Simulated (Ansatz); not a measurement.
**F2H4OSi2: a ladder of functionals and wavefunction methods**

One table from this session's results is given with a row withheld; the runs are named, their logs left out.

Computed with Ansatz 0.2.0, Gaussian basis. Level: functionals in def2-TZVPP, the program's frozen cores in correlated methods.

Plan: PBE-D4, r2SCAN-D4, PBE0-D4, B3LYP-D4, ωB97X-V, ωB97M-V, B2PLYP; CCSD(T)/def2-TZVPP; MP2/def2-QZVPP; extrapolation to the limit.

### Structure used throughout

All runs share one geometry, relaxed beforehand with PBE0-D4 in a triple-zeta def2 set.

9 atoms, charge 0, spin multiplicity 1.

Atoms are counted from 1 here; the program's logs count them from 0.

Bond lengths: O1–Si2 1.635 Å, O1–H6 0.959 Å, Si2–F3 1.601 Å, Si2–Si4 2.349 Å, Si2–H7 1.487 Å, Si4–F5 1.606 Å, Si4–H8 1.485 Å, Si4–H9 1.486 Å. Angles: Si2–O1–H6 119.6°, O1–Si2–F3 110.6°, O1–Si2–Si4 104.6°, O1–Si2–H7 111.1°, F3–Si2–Si4 109.8°, F3–Si2–H7 105.3°, Si4–Si2–H7 115.6°, Si2–Si4–F5 109.1°, Si2–Si4–H8 111.4°, Si2–Si4–H9 110.7°, F5–Si4–H8 108.2°, F5–Si4–H9 107.8°, H8–Si4–H9 109.5°.

As a file:

```
atom    x (Å)    y (Å)    z (Å)
  O1  -1.5100  -1.1695  -0.0440
 Si2  -0.6117   0.0351  -0.6895
  F3  -0.0226  -0.4022  -2.1126
 Si4   1.1469   0.3439   0.8374
  F5   2.0934   1.5327   0.3164
  H6  -2.3712  -1.3685  -0.4153
  H7  -1.4444   1.2362  -0.9626
  H8   1.9724  -0.8834   0.9680
  H9   0.6210   0.7333   2.1712
```

Set-up of the first run:

The input, in.yaml:

```yaml
crystal:
  periodic: [false, false, false]
  atoms:
    - {symbol: O, position_ang: [-1.510021, -1.169491, -0.044031]}
    - {symbol: Si, position_ang: [-0.611689, 0.035138, -0.689473]}
    - {symbol: F, position_ang: [-0.022617, -0.402196, -2.112566]}
    - {symbol: Si, position_ang: [1.146904, 0.343905, 0.837393]}
    - {symbol: F, position_ang: [2.093402, 1.532668, 0.316387]}
    - {symbol: H, position_ang: [-2.371241, -1.368461, -0.415252]}
    - {symbol: H, position_ang: [-1.444385, 1.236172, -0.962648]}
    - {symbol: H, position_ang: [1.972426, -0.883447, 0.967998]}
    - {symbol: H, position_ang: [0.621021, 0.733312, 2.171190]}
basis:
  gaussian: {orbitals: def2-TZVPP}
hamiltonian: {xc: pbe, dispersion: d4}
output: {forces: true, orbitals: {seedname: orbitals}}
```

The run is started by

```sh
ansatz run in.yaml --threads 4 --pin off --events-out ev --progress --plain --max-ram 10444MiB
```

Among the steps run: PBE-D4 (GGA); r2SCAN-D4 (meta-GGA); PBE0-D4 (hybrid); B3LYP-D4 (hybrid); ωB97X-V (range-separated); ωB97M-V (range-separated); B2PLYP (double hybrid); CCSD(T) in def2-TZVPP; MP2 in def2-QZVPP.

One of the session's tables, all rows but one given; the rest of the session is left out.

```
            method  atomisation energy (kJ/mol)
            PBE-D4                       3297.4
         r2SCAN-D4                       3289.7
           PBE0-D4                       3234.0
          B3LYP-D4                       3270.1
           ωB97X-V                       3308.7
           ωB97M-V                       3292.3
            B2PLYP                       3251.9
     HF/def2-TZVPP                       2433.4
    MP2/def2-TZVPP                            ?
   CCSD/def2-TZVPP                       3166.6
CCSD(T)/def2-TZVPP                       3209.0
           MP2/CBS                       3396.3
       CCSD(T)/CBS                       3315.3
```

Q: Estimate the row for MP2/def2-TZVPP from the others.

**Answer.** atomisation energy (kJ/mol): 3290.0. In the column «atomisation energy (kJ/mol)» it lies between r2SCAN-D4 (3289.7) and ωB97M-V (3292.3).
